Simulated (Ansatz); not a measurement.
# EuTiO3: the cost of one run

Program: Ansatz 0.2.0. Level of theory: DFT PBEsol+U (U_eff = 5 eV on Eu f), plane waves, PAW, no spin–orbit coupling unless a run says so. These are calculated values, not measurements.

1 further run of the same task is left out (it didn't finish).

### Step 1. The starting structure

The structure is cubic, space group Pm-3m (No. 221). The conventional cell has a = 3.905 Å, b = 3.905 Å, c = 3.905 Å, α = 90.00°, β = 90.00°, γ = 90.00°. Around Eu (site symmetry m-3m) lie 12 O at 2.76 Å. Around Ti (site symmetry m-3m) lie 6 O at 1.95 Å. Around O (site symmetry 4/mmm) lie 2 Ti at 1.95 Å and 4 Eu at 2.76 Å.

Structure file:

```cif
data_structure
_symmetry_space_group_name_H-M 'Pm-3m'
_symmetry_Int_Tables_number 221
_cell_length_a 3.9050
_cell_length_b 3.9050
_cell_length_c 3.9050
_cell_angle_alpha 90.000
_cell_angle_beta 90.000
_cell_angle_gamma 90.000
_cell_volume 59.55
loop_
_atom_site_label
_atom_site_type_symbol
_atom_site_symmetry_multiplicity
_atom_site_Wyckoff_symbol
_atom_site_fract_x
_atom_site_fract_y
_atom_site_fract_z
_atom_site_occupancy
Eu1 Eu 1 a 0.00000 0.00000 0.00000 1
Ti1 Ti 1 b 0.50000 0.50000 0.50000 1
O1 O 3 c 0.00000 0.50000 0.50000 1
```

An earlier series on this cell reached its lowest free state from «ferromagnetic start, free, natural orbitals of the symmetric run filled by rank», perhaps among other starts.

### Step 2. Spin-orbit coupling, direction held

input.yaml reads:

```yaml
crystal:
  lattice:
    - [3.90500125, 0.0, 0.0]
    - [0.0, 3.90500125, 0.0]
    - [0.0, 0.0, 3.90500125]
  atoms:
    - { symbol: Eu, position: [0.0, 0.0, 0.0], spin: 7.0, spin_axis: [0.57735, 0.57735, 0.57735] }
    - { symbol: Ti, position: [0.5, 0.5, 0.5] }
    - { symbol: O, position: [0.0, 0.5, 0.5] }
    - { symbol: O, position: [0.5, 0.5, 0.0] }
    - { symbol: O, position: [0.5, 0.0, 0.5] }
basis:
  ecutwfc: 420
  ecutrho_ratio: 4
kpoints:
  mp_grid: { grid: [5, 5, 5] }
hamiltonian:
  xc: pbesol
  hubbard:
    sites:
      - { site: 0, l: f, u_eff: 5.0, starting_ns: [{ occupation_matrix: s0 }] }
    occupation_matrices:
      s0:
        spinor_matrix:
          - [[0.76924, 0.0], [0.0, 0.0], [0.0, 0.0], [0.0, 0.0], [0.0, 0.0], [0.0, 0.0], [0.0, 0.0], [0.27424, -0.27424], [0.0, 0.0], [0.0, 0.0], [0.0, 0.0], [0.0, 0.0], [0.0, 0.0], [0.0, 0.0]]
          - [[0.0, 0.0], [0.76924, 0.0], [0.0, 0.0], [0.0, 0.0], [0.0, 0.0], [0.0, 0.0], [0.0, 0.0], [0.0, 0.0], [0.27424, -0.27424], [0.0, 0.0], [0.0, 0.0], [0.0, 0.0], [0.0, 0.0], [0.0, 0.0]]
          - [[0.0, 0.0], [0.0, 0.0], [0.76924, 0.0], [0.0, 0.0], [0.0, 0.0], [0.0, 0.0], [0.0, 0.0], [0.0, 0.0], [0.0, 0.0], [0.27424, -0.27424], [0.0, 0.0], [0.0, 0.0], [0.0, 0.0], [0.0, 0.0]]
          - [[0.0, 0.0], [0.0, 0.0], [0.0, 0.0], [0.76924, 0.0], [0.0, 0.0], [0.0, 0.0], [0.0, 0.0], [0.0, 0.0], [0.0, 0.0], [0.0, 0.0], [0.27424, -0.27424], [0.0, 0.0], [0.0, 0.0], [0.0, 0.0]]
          - [[0.0, 0.0], [0.0, 0.0], [0.0, 0.0], [0.0, 0.0], [0.76924, 0.0], [0.0, 0.0], [0.0, 0.0], [0.0, 0.0], [0.0, 0.0], [0.0, 0.0], [0.0, 0.0], [0.27424, -0.27424], [0.0, 0.0], [0.0, 0.0]]
          - [[0.0, 0.0], [0.0, 0.0], [0.0, 0.0], [0.0, 0.0], [0.0, 0.0], [0.76924, 0.0], [0.0, 0.0], [0.0, 0.0], [0.0, 0.0], [0.0, 0.0], [0.0, 0.0], [0.0, 0.0], [0.27424, -0.27424], [0.0, 0.0]]
          - [[0.0, 0.0], [0.0, 0.0], [0.0, 0.0], [0.0, 0.0], [0.0, 0.0], [0.0, 0.0], [0.76924, 0.0], [0.0, 0.0], [0.0, 0.0], [0.0, 0.0], [0.0, 0.0], [0.0, 0.0], [0.0, 0.0], [0.27424, -0.27424]]
          - [[0.27424, 0.27424], [0.0, 0.0], [0.0, 0.0], [0.0, 0.0], [0.0, 0.0], [0.0, 0.0], [0.0, 0.0], [0.22076, 0.0], [0.0, 0.0], [0.0, 0.0], [0.0, 0.0], [0.0, 0.0], [0.0, 0.0], [0.0, 0.0]]
          - [[0.0, 0.0], [0.27424, 0.27424], [0.0, 0.0], [0.0, 0.0], [0.0, 0.0], [0.0, 0.0], [0.0, 0.0], [0.0, 0.0], [0.22076, 0.0], [0.0, 0.0], [0.0, 0.0], [0.0, 0.0], [0.0, 0.0], [0.0, 0.0]]
          - [[0.0, 0.0], [0.0, 0.0], [0.27424, 0.27424], [0.0, 0.0], [0.0, 0.0], [0.0, 0.0], [0.0, 0.0], [0.0, 0.0], [0.0, 0.0], [0.22076, 0.0], [0.0, 0.0], [0.0, 0.0], [0.0, 0.0], [0.0, 0.0]]
          - [[0.0, 0.0], [0.0, 0.0], [0.0, 0.0], [0.27424, 0.27424], [0.0, 0.0], [0.0, 0.0], [0.0, 0.0], [0.0, 0.0], [0.0, 0.0], [0.0, 0.0], [0.22076, 0.0], [0.0, 0.0], [0.0, 0.0], [0.0, 0.0]]
          - [[0.0, 0.0], [0.0, 0.0], [0.0, 0.0], [0.0, 0.0], [0.27424, 0.27424], [0.0, 0.0], [0.0, 0.0], [0.0, 0.0], [0.0, 0.0], [0.0, 0.0], [0.0, 0.0], [0.22076, 0.0], [0.0, 0.0], [0.0, 0.0]]
          - [[0.0, 0.0], [0.0, 0.0], [0.0, 0.0], [0.0, 0.0], [0.0, 0.0], [0.27424, 0.27424], [0.0, 0.0], [0.0, 0.0], [0.0, 0.0], [0.0, 0.0], [0.0, 0.0], [0.0, 0.0], [0.22076, 0.0], [0.0, 0.0]]
          - [[0.0, 0.0], [0.0, 0.0], [0.0, 0.0], [0.0, 0.0], [0.0, 0.0], [0.0, 0.0], [0.27424, 0.27424], [0.0, 0.0], [0.0, 0.0], [0.0, 0.0], [0.0, 0.0], [0.0, 0.0], [0.0, 0.0], [0.22076, 0.0]]
    ns_hold: { iters: 8 }
scf:
  occupations: { method: gaussian, width: 0.05 }
  lower_state_search: "off"
  max_iter: 150
output:
  forces: true
  stress: true
  eigenvalues: true
  populations: true
  hubbard: { sites: [{ site: 0, l: f }] }
magnetization:
  noncollinear: true
  spin_orbit: true
  spin_locking: { lock_directions: true }
```

At this filling each channel is wholly full or empty, so no choice of orbitals remains. The typed matrices are held for 8 cycles. The lock stays on to the end, so the result is a constrained state. This run includes spin–orbit coupling.

Started as:

```sh
ansatz run input.yaml --threads 4 --pin off --max-ram 6144MiB --backend cpu --events-out ev --progress --plain --runs-dir out
```

**Question.** How long does this run take on 4 threads of Arm Neoverse V1, shared host, and how much memory does it need?

About 34 s, with a peak of 0.86 GiB.
